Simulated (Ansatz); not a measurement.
What does this script print? It uses Ansatz 0.2.0 through its Python package.

The script, `c2h2se.py`:
```python
"""Vertical and adiabatic ionisation of C2H2Se."""

import ansatz as az
import numpy as np

BASIS = "def2-SVP"
XC = "r2SCAN"
NET_CHARGE = 1

GEOMETRY = """
C    -0.87780   -0.97910    0.08330
C     0.04860   -0.24450    0.19540
Se    1.55540    0.84750    0.37780
H    -1.71130   -1.53170   -0.04160
H     1.03500    1.83410   -0.65630
"""

system = az.Crystal.molecule()
for line in GEOMETRY.strip().splitlines():
    symbol, *xyz = line.split()
    system = system.atom(symbol, [float(v) for v in xyz])

base = system.calculation().basis(gaussian=BASIS).functional(XC)
symbols = [site.symbol for site in system.cartesian_sites]
start = np.array([site.position_ang for site in system.cartesian_sites], dtype=float)
data = base.relax(force_tolerance=0.01).run(threads=1, pin="off").report
end = np.array(data["positions_ang"])

minimum = az.Crystal.molecule()
for symbol, place in zip(symbols, end):
    minimum = minimum.atom(symbol, place.tolist())
ion = (
    minimum.calculation()
    .basis(gaussian=BASIS)
    .functional(XC)
    .charge(NET_CHARGE)
    .spin("collinear", total=1)
)
vertical = ion.run(threads=1, pin="off").report
settled = ion.relax(force_tolerance=0.01, max_steps=80).run(threads=1, pin="off").report
print(f"vertical ionisation energy   {vertical['free_energy_ev'] - data['free_energy_ev']:.3f} eV")
print(f"adiabatic, no zero point     {settled['free_energy_ev'] - data['free_energy_ev']:.3f} eV")
print(f"relaxation energy of the ion {vertical['free_energy_ev'] - settled['free_energy_ev']:.3f} eV")
ionised = np.array(settled["positions_ang"])
print("final positions (A) and the move of each atom")
for symbol, xyz, old in zip(symbols, ionised, end):
    print(f"{symbol:2s} {xyz[0]:10.5f} {xyz[1]:10.5f} {xyz[2]:10.5f}   {np.linalg.norm(xyz - old):7.4f}")
```

Running `python c2h2se.py` prints:
```text
vertical ionisation energy   8.961 eV
adiabatic, no zero point     8.905 eV
relaxation energy of the ion 0.056 eV
final positions (A) and the move of each atom
C    -0.89293   -0.95761    0.07563    0.0077
C     0.06399   -0.17501    0.14053    0.0288
Se    1.50768    0.82691    0.36541    0.0291
H    -1.73993   -1.63123    0.00465    0.0050
H     1.11109    1.86324   -0.62761    0.0042
```

The energies are electronic: no zero-point or thermal terms, and the basis set is short of its limit. The product may relax into another structure. The relaxation finds the nearest minimum, so the adiabatic value is an upper bound. Hardware and time: 34 s on 1 thread of AMD EPYC 9R14 (Zen 4) (shared host), peak memory 0.25 GiB.
